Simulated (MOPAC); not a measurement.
# How the settings of MOPAC move a run on SnO

Simulated with MOPAC 23.2.5. This is a test of settings. The cell began as a measured structure and was relaxed with r2SCAN+rVV10 in plane waves (Ansatz 0.2.0). All runs are without spin polarisation.

Space group P4/nmm (No. 129), tetragonal; conventional cell a = 3.793 Å, c = 4.758 Å, 17.11 Å³ an atom. Around Sn lie 4 O at 2.22 Å; around O lie 4 Sn at 2.22 Å.

The base run uses PM7 on a cluster of 72 atoms.

```
PM7 1SCF GRADIENTS AUX(PRECISION=6) THREADS=1
crystal as a cluster of 3x3x2 conventional cells

Sn 1.896324 1 0.000000 1 1.146892 1
Sn 0.000000 1 1.896324 1 3.611322 1
O 0.000000 1 0.000000 1 0.000000 1
O 1.896324 1 1.896324 1 0.000000 1
Sn 1.896324 1 0.000000 1 5.905106 1
Sn 0.000000 1 1.896324 1 8.369536 1
O 0.000000 1 0.000000 1 4.758214 1
O 1.896324 1 1.896324 1 4.758214 1
Sn 1.896324 1 3.792649 1 1.146892 1
Sn 0.000000 1 5.688973 1 3.611322 1
O 0.000000 1 3.792649 1 0.000000 1
O 1.896324 1 5.688973 1 0.000000 1
Sn 1.896324 1 3.792649 1 5.905106 1
Sn 0.000000 1 5.688973 1 8.369536 1
O 0.000000 1 3.792649 1 4.758214 1
O 1.896324 1 5.688973 1 4.758214 1
Sn 1.896324 1 7.585298 1 1.146892 1
Sn 0.000000 1 9.481622 1 3.611322 1
O 0.000000 1 7.585298 1 0.000000 1
O 1.896324 1 9.481622 1 0.000000 1
Sn 1.896324 1 7.585298 1 5.905106 1
Sn 0.000000 1 9.481622 1 8.369536 1
O 0.000000 1 7.585298 1 4.758214 1
[... 35 lines left out ...]
O 7.585298 1 3.792649 1 0.000000 1
O 9.481622 1 5.688973 1 0.000000 1
Sn 9.481622 1 3.792649 1 5.905106 1
Sn 7.585298 1 5.688973 1 8.369536 1
O 7.585298 1 3.792649 1 4.758214 1
O 9.481622 1 5.688973 1 4.758214 1
Sn 9.481622 1 7.585298 1 1.146892 1
Sn 7.585298 1 9.481622 1 3.611322 1
O 7.585298 1 7.585298 1 0.000000 1
O 9.481622 1 9.481622 1 0.000000 1
Sn 9.481622 1 7.585298 1 5.905106 1
Sn 7.585298 1 9.481622 1 8.369536 1
O 7.585298 1 7.585298 1 4.758214 1
O 9.481622 1 9.481622 1 4.758214 1
Tv 11.377947 1 0.000000 1 0.000000 1
Tv 0.000000 1 11.377947 1 0.000000 1
Tv 0.000000 1 0.000000 1 9.516428 1
```

Command: `mopac run.mop`. It took 5.5 s on 1 thread of Arm Neoverse V2, on a shared host, peak memory 0.025 GiB.

It converged with a gap of 5.11 eV. MOPAC's gap is a Hartree-Fock orbital gap, usually far wider than a measured one, and its energy is the heat of formation.

Each further run moved one setting: method (Hamiltonian); CUTOFP (reach of the lattice sums in Å); ITRY (limit on SCF cycles); cluster (size of the cluster in conventional cells). Changes are from the base run, which isn't itself converged in every setting; energies of another Hamiltonian, functional, basis or charge aren't compared.

```
                          setting   how it ended  gap change (eV)  energy change (meV/atom)  time (s)
                method = PM6-D3H4      converged            -0.80                         –       2.5
                 method = PM6-ORG        refused                –                         –      0.04
                      CUTOFP = 10      converged             0.01                      23.7       3.5
                    method = MNDO      converged             3.07                         –       2.5
       ITRY = 3 (poor on purpose)  not converged                –                         –      0.58
cluster = 1x1x1 (poor on purpose)        refused                –                         –      0.05
```

With method = PM6-ORG nothing was computed: the Hamiltonian has no parameters for an element here. With ITRY = 3 the cycle ended unconverged. With cluster = 1x1x1 nothing was computed: the program stopped at its input check.

The end of the log, shortened, for method = PM6-ORG:

```
    T2 =     0.0000000     11.3779470      0.0000000
    T3 =     0.0000000      0.0000000      9.5164280
          CARTESIAN COORDINATES
    NO.       ATOM           X           Y           Z
          DATA ARE NOT AVAILABLE FOR ELEMENT NO. 50
          Parameters for some elements are missing
           Empirical Formula: O36 Sn36  =    72 atoms
 *     Error and normal termination messages reported in this calculation     *
 * Parameters for some elements are missing                                   *
 * JOB ENDED NORMALLY                                                         *
 TOTAL JOB TIME:             0.00 SECONDS
 == MOPAC DONE ==
```

Spin-orbit coupling is left out.
